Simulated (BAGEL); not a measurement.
**B3LYP/cc-pVDZ (density fitting with qzvpp-jkfit) run of GaNH3Br (SMILES [NH2][GaH][Br])**

What is the energy change on altering one bond length of GaNH3Br at B3LYP/cc-pVDZ (density fitting with qzvpp-jkfit)? 

The calculation is run with BAGEL 1.2.2.

5 further runs of the same task are left out: 2 that didn't finish, 3 set aside as unsound or not needed. Runs told in other sessions of the task aren't counted.

## 1. The molecule

GaNH3Br: 6 atoms, total charge 0, spin state singlet. As SMILES, `[NH2][GaH][Br]`. Geometry: relaxed at PBE0-D4/def2-TZVP.

Bond lengths: N1–Ga2 1.800 Å, Ga2–Br3 2.293 Å, N1–H4 1.005 Å, N1–H5 1.006 Å, Ga2–H6 1.547 Å. Angles: N1–Ga2–Br3 113.9°, N1–Ga2–H6 125.6°, Br3–Ga2–H6 120.5°, Ga2–N1–H4 124.2°, Ga2–N1–H5 123.0°, H4–N1–H5 112.9°.

## 2. A single-point energy at B3LYP/cc-pVDZ (density fitting with qzvpp-jkfit)

Input file calc.json:

```json
{ "bagel": [

{
  "title": "molecule",
  "basis": "cc-pvdz.json",
  "df_basis": "qzvpp-jkfit",
  "angstrom": "true",
  "geometry": [
    { "atom": "N", "xyz": [   -0.577800,    0.217600,   -0.823700 ] },
    { "atom": "Ga", "xyz": [    0.349600,    0.051800,    0.710300 ] },
    { "atom": "Br", "xyz": [    1.605200,   -1.863400,    0.833300 ] },
    { "atom": "H", "xyz": [   -1.177000,    0.995300,   -1.039700 ] },
    { "atom": "H", "xyz": [   -0.547200,   -0.468200,   -1.558400 ] },
    { "atom": "H", "xyz": [    0.347300,    1.066900,    1.878100 ] }
  ]
},
{
  "title": "ks",
  "xc_func": "b3lyp"
},
{
  "title": "print",
  "file": "orbitals.molden",
  "orbitals": "true"
}

]}
```

The basis set cc-pVDZ is read from a file made from the Basis Set Exchange's data (not shown).

Launch:

```console
$ BAGEL_NUM_THREADS=1 BAGEL calc.json > calc.out
```

Standard output:

```text
* using 1 threads per process

  ===============================================================
  ===============================================================

  *** Geometry ***

  { "atom" : "N", "xyz" : [     -1.091884,      0.411204,     -1.556567 ] },
  { "atom" : "Ga", "xyz" : [      0.660648,      0.097888,      1.342272 ] },
  { "atom" : "Br", "xyz" : [      3.033388,     -3.521316,      1.574709 ] },
  { "atom" : "H", "xyz" : [     -2.224208,      1.880844,     -1.964748 ] },
  { "atom" : "H", "xyz" : [     -1.034058,     -0.884770,     -2.944949 ] },
  { "atom" : "H", "xyz" : [      0.656302,      2.016149,      3.549095 ] },

  Number of auxiliary basis functions:      663

  Since a DF basis is specified, we compute 2- and 3-index integrals:
    o Being stored without compression. Storage requirement is 0.037 GB

  Number of basis functions:       83
  Number of electrons      :       76

    * METHOD: MOLECULE                             0.40

  *** Kohn-Sham DFT ***

    * Removing 9509 points whose weight is below 1.00e-10
    * Grid points: 79927

  === Nuclear Repulsion ===
   399.7683083076

       - DIIS with orbital gradients will be used.

  === KS iteration (b3lyp / cc-pvdz.json) ===
      0      -4521.10428293          0.06714736           0.49
      1      -4244.86236113          0.30840657           0.42
      2      -4461.15759553          0.05182054           0.42
      3      -4312.42261387          0.22375340           0.42
      4      -4313.74911179          0.22426963           0.41
      5      -4313.39289786          0.22303319           0.41
      6      -4313.14235444          0.22304909           0.42
      7      -4289.54229327          0.26189551           0.41
      8      -4383.52035193          0.15744699           0.42
      9      -4535.19199715          0.08693884           0.42
     10      -4530.48995873          0.12877093           0.43
     11      -4554.77302668          0.03048115           0.41
     12      -4555.50813772          0.01700847           0.41
     13      -4555.56662698          0.01095125           0.42
     14      -4555.65385212          0.00157660           0.42
     15      -4555.65573542          0.00059652           0.42
     16      -4555.65598231          0.00010664           0.41
     17      -4555.65599152          0.00001942           0.41
     18      -4555.65599186          0.00000426           0.41
     19      -4555.65599186          0.00000215           0.41
     20      -4555.65599187          0.00000043           0.41
     21      -4555.65599187          0.00000006           0.41
     22      -4555.65599187          0.00000005           0.41
     23      -4555.65599187          0.00000001           0.41
     24      -4555.65599187          0.00000000           0.42
    * SCF iteration converged.

    * Permanent dipole moment:
           (    0.655577,    -0.665179,     0.450298) a.u.

    * METHOD: KS                                  10.99

    * METHOD: PRINT                                0.02

  ===============================================================
```

Run time: 12 s. Hardware: 1 thread of AMD EPYC 9B14 (Zen 4), shared host; peak memory 0.4 GiB.

## 3. The distorted shape at the same level

Input file dft.json:

```json
{ "bagel" : [

{
  "title" : "molecule",
  "basis" : "cc-pvdz.json",
  "df_basis" : "qzvpp-jkfit",
  "angstrom" : true,
  "geometry" : [
    { "atom" : "N", "xyz" : [   -0.575960,   -0.594499,   -1.757962 ] },
    { "atom" : "Ga", "xyz" : [    0.351440,   -0.760299,   -0.223962 ] },
    { "atom" : "Br", "xyz" : [    1.607040,   -2.675499,   -0.100962 ] },
    { "atom" : "H", "xyz" : [   -1.175160,    0.183201,   -1.973962 ] },
    { "atom" : "H", "xyz" : [   -0.545360,   -1.280299,   -2.492662 ] },
    { "atom" : "H", "xyz" : [    0.347300,    1.066900,    1.878100 ] }
  ]
},
{ "title" : "ks", "xc_func" : "b3lyp" },
{ "title" : "print", "file" : "orbitals.molden", "orbitals" : true }

]}
```

The basis set cc-pVDZ is read from a file made from the Basis Set Exchange's data (not shown).

Launch:

```console
$ BAGEL_NUM_THREADS=1 BAGEL dft.json > dft.out
```

Standard output:

```text
* using 1 threads per process

  ===============================================================
  ===============================================================

  *** Geometry ***

  { "atom" : "N", "xyz" : [     -1.088407,     -1.123440,     -3.322067 ] },
  { "atom" : "Ga", "xyz" : [      0.664125,     -1.436757,     -0.423227 ] },
  { "atom" : "Br", "xyz" : [      3.036865,     -5.055960,     -0.190791 ] },
  { "atom" : "H", "xyz" : [     -2.220731,      0.346200,     -3.730248 ] },
  { "atom" : "H", "xyz" : [     -1.030581,     -2.419414,     -4.710449 ] },
  { "atom" : "H", "xyz" : [      0.656302,      2.016149,      3.549095 ] },

  Number of auxiliary basis functions:      663

  Since a DF basis is specified, we compute 2- and 3-index integrals:
    o Being stored without compression. Storage requirement is 0.037 GB

  Number of basis functions:       83
  Number of electrons      :       76

    * METHOD: MOLECULE                             0.39

  *** Kohn-Sham DFT ***

    * Removing 8864 points whose weight is below 1.00e-10
    * Grid points: 80572

  === Nuclear Repulsion ===
   393.3221560765

       - DIIS with orbital gradients will be used.

  === KS iteration (b3lyp / cc-pvdz.json) ===
      0      -4521.18787900          0.06193470           0.47
      1      -4242.01454037          0.28781639           0.42
      2      -4461.64108166          0.04735531           0.41
      3      -4303.48650160          0.24613366           0.42
      4      -4302.32027930          0.24887575           0.41
      5      -4304.11551293          0.24460392           0.41
      6      -4304.94713219          0.24229303           0.42
      7      -4269.24916122          0.26979866           0.43
      8      -4386.93923451          0.15767115           0.43
      9      -4534.40754473          0.08598359           0.43
     10      -4527.59629860          0.16400771           0.42
     11      -4552.14754064          0.05955874           0.43
     12      -4554.84414776          0.02315421           0.42
     13      -4554.32913156          0.03142574           0.42
     14      -4555.47300348          0.00941771           0.42
     15      -4555.51922305          0.00583325           0.43
     16      -4555.53548276          0.00299428           0.42
     17      -4555.54857427          0.00071118           0.43
     18      -4555.54924803          0.00014792           0.42
     19      -4555.54927868          0.00003442           0.43
     20      -4555.54927950          0.00001514           0.42
     21      -4555.54927966          0.00000275           0.42
     22      -4555.54927966          0.00000095           0.43
     23      -4555.54927966          0.00000029           0.43
     24      -4555.54927966          0.00000006           0.43
     25      -4555.54927966          0.00000006           0.43
     26      -4555.54927966          0.00000001           0.43
    * SCF iteration converged.

    * Permanent dipole moment:
           (    0.584215,    -0.061442,     1.014896) a.u.

    * METHOD: KS                                  11.95

    * METHOD: PRINT                                0.02

  ===============================================================
```

It took 13 s on 1 thread of AMD EPYC 9B14 (Zen 4), shared host; peak memory 0.4 GiB.

## 4. Results

Level: B3LYP/cc-pVDZ (density fitting with qzvpp-jkfit).

```
                                                          quantity           value
                                         first shape: total energy  -4555.65599 Eh
                                        first shape: dipole moment          2.64 D
                                          first shape: HOMO energy        -7.20 eV
                                          first shape: LUMO energy        -0.84 eV
                                        first shape: HOMO–LUMO gap         6.36 eV
                                     distorted shape: total energy  -4555.54928 Eh
                                    distorted shape: dipole moment          2.98 D
                                      distorted shape: HOMO energy        -6.87 eV
                                      distorted shape: LUMO energy        -3.42 eV
                                    distorted shape: HOMO–LUMO gap         3.45 eV
energy change with the Ga2–H6 bond stretched from 1.547 to 2.785 Å        2.904 eV
```

In words: With the Ga2–H6 bond stretched from 1.547 to 2.785 Å the energy rises by 2.90 eV (67 kcal/mol). The first shape isn't relaxed at this level, so the change isn't measured from a minimum. A restricted reference can't describe the breaking bond well at this length.
